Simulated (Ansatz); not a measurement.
Crystal: SiF.

```xyz
2
Lattice="1.3386 0.7728 3.8983 -1.3386 0.7728 3.8983 0.0000 -1.5457 3.8983" Properties=species:S:1:pos:R:3 pbc="T T T"
Si    0.0000    0.0000    5.8475
F     0.0000    0.0000    0.0000
```

The cell was built by a generator and needn't be a form met in nature.

```yaml
Program: Ansatz 0.2.0
Task: relaxation of cell and atoms
Functional: B3LYP
Potentials_or_basis: Ansatz PAW
Cutoff: "420 eV (not typed: the program's choice for these potentials)"
k_mesh: 6 × 6 × 6
Occupations: fermi-dirac, width 0.05 eV
Spin: no spin polarisation
```

At the start: volume 12.10 Å³/atom.

**Question.** How do energy, volume and symmetry change on relaxing?

**Answer.** It ends after 8 steps and the volume is 12.56 Å³/atom (+3.8 %); space group R-3m (No. 166, to 0.05 Å).

Step by step:
| step | energy change (eV) | largest force (eV/Å) | volume (Å³) |
| --- | --- | --- | --- |
| 1 | 0.0000 | 0.0000 | 24.20 |
| 2 | -0.0061 | 0.0000 | 24.76 |
| 3 | -0.0062 | 0.0000 | 25.05 |
| 4 | -0.0063 | 0.0000 | 25.05 |
| 5 | -0.0063 | 0.0000 | 25.05 |
| 6 | -0.0090 | 0.0000 | 25.05 |
| 7 | -0.0089 | 0.0000 | 25.12 |
| 8 | -0.0091 | 0.0000 | 25.12 |

Final structure:
```
CELL_PARAMETERS angstrom
1.36145 0.78604 3.91271
-1.36145 0.78604 3.91271
0.00000 -1.57207 3.91271
ATOMIC_POSITIONS crystal
Si 0.50000 0.50000 0.50000
F 0.00000 0.00000 0.00000
```

Caveat: the k mesh is coarse (spacing up to 0.46 Å⁻¹), so the values aren't converged, least of all with exact exchange; the plane-wave basis is chosen anew once the cell has moved, so the energies of steps on either side of that aren't comparable; the pressure holds a Pulay correction of +0.4 GPa for the finite cutoff; an odd number of electrons without spin polarisation forces a metal; a magnetic or distorted state may lie lower; the PAW data sets come from PBE, with cores solved anew for the run's functional, which leaves a small shift of forces and pressure.
